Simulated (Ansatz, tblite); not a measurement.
# [VO2(OH)2]- (VH₂O₄−): rung by rung

One table from this session's results is given with a row withheld; the runs are named, their logs left out.

The runs use Ansatz 0.2.0, Gaussian basis; as each input shows.

Plan: GFN1-xTB, GFN2-xTB, PBE-D4/def2-TZVPD, r2SCAN-D4/def2-TZVPD, HSE06-D4/def2-TZVPD, B97M-V/def2-TZVPD, r2SCANh-D4/def2-TZVPD, BLYP-D4/def2-TZVPD, r2SCAN0-D4/def2-TZVPD, B2PLYP/def2-TZVPD, CAM-B3LYP-D4/def2-TZVPD, PBE-D4/def2-SVPD, PBE0-D4/def2-SVPD, HF/STO-3G, CCSD(T)/def2-SVPD, MP2/def2-TZVPD, RPA/def2-TZVPD.

## The structure

The geometry is that of the singlet, from an earlier relaxation (PBE-D4/def2-SVPD).

7 atoms, charge -1, spin multiplicity 1.

Bond lengths: V1–O2 1.634 Å, V1–O3 1.634 Å, V1–O4 1.866 Å, V1–O6 1.866 Å, O4–H5 0.973 Å, O6–H7 0.973 Å. Angles: O2–V1–O3 112.4°, O2–V1–O4 109.1°, O2–V1–O6 108.5°, O3–V1–O4 108.5°, O3–V1–O6 109.1°, O4–V1–O6 109.2°, V1–O4–H5 109.1°, V1–O6–H7 109.1°.

Formally the metal is d0. No spin-orbit coupling is included. The ion is computed in the gas phase, without counter-ions or solvent.

PBE0-D4/def2-TZVPD was run before; its log isn't repeated, and its numbers join the tables.

Set-up of the first run:

Tight binding, by tblite at 300 K electronic temperature and without a spin-polarisation term:

```python
tblite.interface.Calculator('GFN1-xTB', numbers, positions, charge=-1, uhf=0).singlepoint()
```

Tight binding, by tblite at 300 K electronic temperature and without a spin-polarisation term:

```python
tblite.interface.Calculator('GFN2-xTB', numbers, positions, charge=-1, uhf=0).singlepoint()
```

start.molden holds the orbitals of an earlier run on this state, given as this run's starting guess.

Input file in.yaml:

```yaml
crystal:
  periodic: [false, false, false]
  atoms:
    - {symbol: V, position_ang: [0.312465, 0.071185, 0.212450]}
    - {symbol: O, position_ang: [0.325618, 0.044533, 1.846080]}
    - {symbol: O, position_ang: [1.775734, 0.434153, -0.417406]}
    - {symbol: O, position_ang: [-0.915402, 1.351349, -0.366280]}
    - {symbol: H, position_ang: [-0.576540, 1.774467, -1.174418]}
    - {symbol: O, position_ang: [-0.216106, -1.609065, -0.403001]}
    - {symbol: H, position_ang: [-0.705771, -2.066611, 0.302566]}
basis:
  gaussian: {orbitals: def2-TZVPD, initial_orbitals: start.molden}
total_charge: -1
hamiltonian: {xc: pbe, dispersion: d4}
scf: {omitted_lower_state_checks: [starts]}
output: {orbitals: {seedname: orbitals}}
```

Started as:

```sh
ansatz run in.yaml --threads 4 --pin off --events-out ev --progress --plain --max-ram 3916MiB
```

Steps of the session up to this table: PBE-D4/def2-TZVPD; r2SCAN-D4/def2-TZVPD; HSE06-D4/def2-TZVPD; B97M-V/def2-TZVPD; r2SCANh-D4/def2-TZVPD; BLYP-D4/def2-TZVPD; r2SCAN0-D4/def2-TZVPD; B2PLYP/def2-TZVPD; CAM-B3LYP-D4/def2-TZVPD; PBE-D4/def2-SVPD; PBE0-D4/def2-SVPD; HF/STO-3G; CCSD(T)/def2-SVPD; MP2/def2-TZVPD; RPA/def2-TZVPD.

One table of the session follows, with a row left open; its other results are not shown here.

It belongs to the step «Levels side by side». 

```
                  level  HOMO (eV)  LUMO (eV)  gap (eV)
              HF/STO-3G      -0.60      14.98     15.58
       PBE-D4/def2-SVPD      -1.35       2.40      3.75
      PBE-D4/def2-TZVPD      -1.25       2.53      3.78
     BLYP-D4/def2-TZVPD      -1.19       2.56      3.74
   r2SCAN-D4/def2-TZVPD      -1.55       2.58      4.13
      B97M-V/def2-TZVPD      -1.66       2.53      4.19
  r2SCANh-D4/def2-TZVPD      -2.15       2.93      5.08
      PBE0-D4/def2-SVPD      -2.94       3.27      6.22
     PBE0-D4/def2-TZVPD      -2.82       3.38      6.20
  r2SCAN0-D4/def2-TZVPD      -3.06       3.48      6.54
    HSE06-D4/def2-TZVPD          ?          ?         ?
CAM-B3LYP-D4/def2-TZVPD      -4.33       3.85      8.17
```

Q: Estimate the row for HSE06-D4/def2-TZVPD from the others.

The run gave: HOMO (eV): -2.41; LUMO (eV): 3.05; gap (eV): 5.46. In the column «HOMO (eV)» it lies between PBE0-D4/def2-TZVPD (-2.82) and r2SCANh-D4/def2-TZVPD (-2.15).
